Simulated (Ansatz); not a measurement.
**CH₉GeNSi: small, medium and large basis sets**

How large a basis does CH₉GeNSi need? Two functionals are run in growing sets.

Program: Ansatz 0.2.0, Gaussian basis. Level of theory: one geometry, several basis sets. These are calculated values, not measurements.

Levels to be run: PBE0-D4/def2-SVP; ωB97M-V/def2-SVP; PBE0-D4/def2-QZVPP; ωB97M-V/def2-QZVPP; the functionals' def2-TZVPP values are taken from earlier runs.

### Step 1. The relaxed structure

All runs share one geometry, relaxed beforehand with PBE0-D4 in a triple-zeta def2 set.

SMILES `C[N]([SiH3])[GeH3]`, 13 atoms, charge 0, spin multiplicity 1.

Atoms are counted from 1 here; the program's logs count them from 0.

Bond lengths: C1–N2 1.456 Å, C1–H5 1.096 Å, C1–H6 1.095 Å, C1–H7 1.098 Å, N2–Si3 1.718 Å, N2–Ge4 1.840 Å, Si3–H8 1.485 Å, Si3–H9 1.490 Å, Si3–H10 1.494 Å, Ge4–H11 1.541 Å, Ge4–H12 1.533 Å, Ge4–H13 1.544 Å. Angles: N2–C1–H5 111.1°, N2–C1–H6 110.6°, N2–C1–H7 113.0°, H5–C1–H6 106.8°, H5–C1–H7 107.7°, H6–C1–H7 107.5°, C1–N2–Si3 118.3°, C1–N2–Ge4 115.9°, Si3–N2–Ge4 124.3°, N2–Si3–H8 108.2°, N2–Si3–H9 109.4°, N2–Si3–H10 113.7°, H8–Si3–H9 110.5°, H8–Si3–H10 108.3°, H9–Si3–H10 106.6°, N2–Ge4–H11 107.4°, N2–Ge4–H12 108.0°, N2–Ge4–H13 110.7° and more.

### Step 2. PBE0-D4 in def2-SVP

Input file in.yaml:

```yaml
crystal:
  periodic: [false, false, false]
  atoms:
    - {symbol: C, position_ang: [-0.351677, 1.233404, -0.816074]}
    - {symbol: N, position_ang: [-0.119223, 0.076627, 0.037090]}
    - {symbol: Si, position_ang: [0.601392, 0.331553, 1.576206]}
    - {symbol: Ge, position_ang: [-0.275831, -1.566778, -0.776597]}
    - {symbol: H, position_ang: [-1.241134, 1.090527, -1.439502]}
    - {symbol: H, position_ang: [-0.529546, 2.128353, -0.210551]}
    - {symbol: H, position_ang: [0.492604, 1.449524, -1.483765]}
    - {symbol: H, position_ang: [0.570604, -0.952657, 2.321663]}
    - {symbol: H, position_ang: [-0.159936, 1.380546, 2.311864]}
    - {symbol: H, position_ang: [2.018266, 0.800651, 1.506475]}
    - {symbol: H, position_ang: [-1.658528, -1.614942, -1.454336]}
    - {symbol: H, position_ang: [-0.135497, -2.646224, 0.303154]}
    - {symbol: H, position_ang: [0.809007, -1.745285, -1.860728]}
basis:
  gaussian: {orbitals: def2-SVP}
hamiltonian: {xc: pbe0, dispersion: d4}
output: {orbitals: {seedname: orbitals}}
```

Started as:

```sh
> ansatz run in.yaml --threads 4 --pin off --events-out ev --progress --plain --max-ram 10444MiB
```

Further steps of the session: ωB97M-V in def2-SVP; PBE0-D4 in def2-QZVPP; ωB97M-V in def2-QZVPP.

Before running them: what should the planned runs give, taken together? Wanted: PBE0-D4: double and triple zeta above quadruple; ωB97M-V: double and triple zeta above quadruple.

The runs gave:

| quantity | value |
| --- | --- |
| PBE0-D4: double and triple zeta above quadruple | 14.58, 1.67 eV |
| ωB97M-V: double and triple zeta above quadruple | 14.71, 1.61 eV |

PBE0-D4 gains 12.92 eV from double to triple zeta, then 1.67 eV more. Total energies overstate the basis error of differences, where much of it tends to cancel. The LUMO of ωB97M-V is positive and keeps falling with the basis (2.33 to 1.49 eV): an unbound level that the basis holds in place.
